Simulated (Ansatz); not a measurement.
# InNH2Cl (SMILES [NH2][In][Cl]): UBHLYP/def2-SVP (core potential)

What is the electronic atomisation energy of InNH2Cl at UBHLYP/def2-SVP (core potential)? 

The calculation is run with Ansatz 0.2.0.

58 further runs of the same task are left out: 58 set aside as unsound or not needed.

## (1) The molecule

InNH2Cl: 5 atoms, total charge 0, spin state doublet. SMILES: `[NH2][In][Cl]`. The shape is that of a PBE0-D4/def2-TZVP optimisation. This is one conformer, not always the lowest.

Bond lengths: N1–In2 2.072 Å, In2–Cl3 2.369 Å, N1–H4 1.015 Å, N1–H5 1.017 Å. Angles: N1–In2–Cl3 113.1°, In2–N1–H4 113.0°, In2–N1–H5 110.3°, H4–N1–H5 107.4°.

## (2) A single-point energy at UBHLYP/def2-SVP (core potential)

input.yaml reads:

```yaml
crystal:
  periodic: [false, false, false]
  atoms:
    - symbol: "N"
      position_ang: [-0.142600, 0.808600, -0.493900]
    - symbol: In
      position_ang: [-0.411600, -1.217800, -0.153300]
    - symbol: Cl
      position_ang: [1.391500, -2.211500, 1.018700]
    - symbol: H
      position_ang: [-0.999700, 1.283800, -0.756700]
    - symbol: H
      position_ang: [0.212300, 1.263200, 0.343800]
basis:
  gaussian:
    orbitals: def2-SVP
magnetization:
  spin_polarized: true
  initial_magnetization: 1
hamiltonian:
  xc: {name: BHLYP}
accuracy: high
output:
  orbitals: {seedname: orbitals}
```

Launch:

```bash
$ ansatz run input.yaml --threads 1 --pin off --max-ram 2610MiB --events-out events.jsonl --progress --plain --runs-dir runs
```

Log:

```text
Warning: RAYON_NUM_THREADS=1 ignored (pool sized by the plan → 1); use --threads N
Functional definition: BHLYP
  name "BHLYP"
  parameter a = 0.5
  exchange = (1 - a)*b88_x + a*exact_x
  correlation = lyp_c
1544 factors; integrals over basis functions are off by at most 3.3e-9 eV
mean field evaluation 1: about -19205.8747 eV, gradient 3.5e1 eV
mean field evaluation 2: about -19192.4009 eV, gradient 5.9e1 eV
mean field evaluation 4: about -19211.5855 eV, gradient 2.8e0 eV
mean field evaluation 8: about -19211.6815 eV, gradient 3.2e-1 eV
mean field evaluation 16: about -19211.6838 eV, gradient 1.1e-3 eV
mean field -19211.68375816 eV, -706.0163559654 hartree, gradient 6.4e-8 eV, S^2 0.762226; 0 other end points of the search recorded, 0 dependent functions left out
reference -19211.68378197 eV, -706.0163568405 hartree; 24, 23 occupied and 44, 45 virtual orbitals, 1544 factors
Total energy: -19211.68378197 eV, -706.0163568405 hartree
```

Wall time 11 s (1 thread of Arm Neoverse V1, shared host); peak memory 0.29 GiB.

## (3) The Cl atom at the same level

run.yaml reads:

```yaml
crystal:
  periodic: [false, false, false]
  atoms:
    - {symbol: Cl, position_ang: [0.000000, 0.000000, 0.000000]}
basis:
  gaussian:
    orbitals: def2-SVP
hamiltonian:
  xc: {name: BHLYP}
magnetization:
  spin_polarized: true
  initial_magnetization: 1
accuracy: high
```

Run the same way, it converges to -459.99739 Eh (log not shown).

## (4) The H atom

run.yaml reads:

```yaml
crystal:
  periodic: [false, false, false]
  atoms:
    - symbol: H
      position_ang: [0.000000, 0.000000, 0.000000]
basis:
  gaussian: {orbitals: def2-SVP}
magnetization: {spin_polarized: true, initial_magnetization: 1}
hamiltonian: {xc: {name: BHLYP}}
accuracy: high
```

Run the same way, it converges to -0.49784 Eh (log not shown).

## (5) The In atom, same level

Changes to run.yaml since step 4:

```diff
@@ -3,4 +3,3 @@
   atoms:
-    - symbol: H
-      position_ang: [0.000000, 0.000000, 0.000000]
+    - {symbol: In, position_ang: [0.000000, 0.000000, 0.000000]}
 basis:
```

Run the same way, it converges to -190.03595 Eh (log not shown).

## (6) The N atom at the same level

run.yaml reads:

```yaml
crystal:
  periodic: [false, false, false]
  atoms:
    - {symbol: "N", position_ang: [0.000000, 0.000000, 0.000000]}
basis:
  gaussian:
    orbitals: def2-SVP
magnetization:
  spin_polarized: true
  initial_magnetization: 3
hamiltonian:
  xc: {name: BHLYP}
accuracy: high
```

Run the same way, it converges to -54.52497 Eh (log not shown).

## (7) Summary of results

Level: UBHLYP/def2-SVP (core potential).

| quantity | value |
| --- | --- |
| molecule: total energy | -706.01636 Eh |
| molecule: HOMO energy (highest over α and β) | -7.18 eV |
| molecule: LUMO energy (lowest over α and β) | -2.74 eV |
| molecule: ⟨S²⟩ | 0.762 |
| Cl atom: total energy | -459.99739 Eh |
| Cl atom: ⟨S²⟩ | 0.753 |
| H atom: total energy | -0.49784 Eh |
| H atom: ⟨S²⟩ | 0.750 |
| In atom: total energy | -190.03595 Eh |
| In atom: ⟨S²⟩ | 0.753 |
| N atom: total energy | -54.52497 Eh |
| N atom: ⟨S²⟩ | 3.754 |
| electronic atomisation energy | 12.581 eV |

What this shows: Taking the molecule apart into free atoms costs 12.58 eV (290 kcal/mol), before zero-point energy and without spin-orbit coupling.
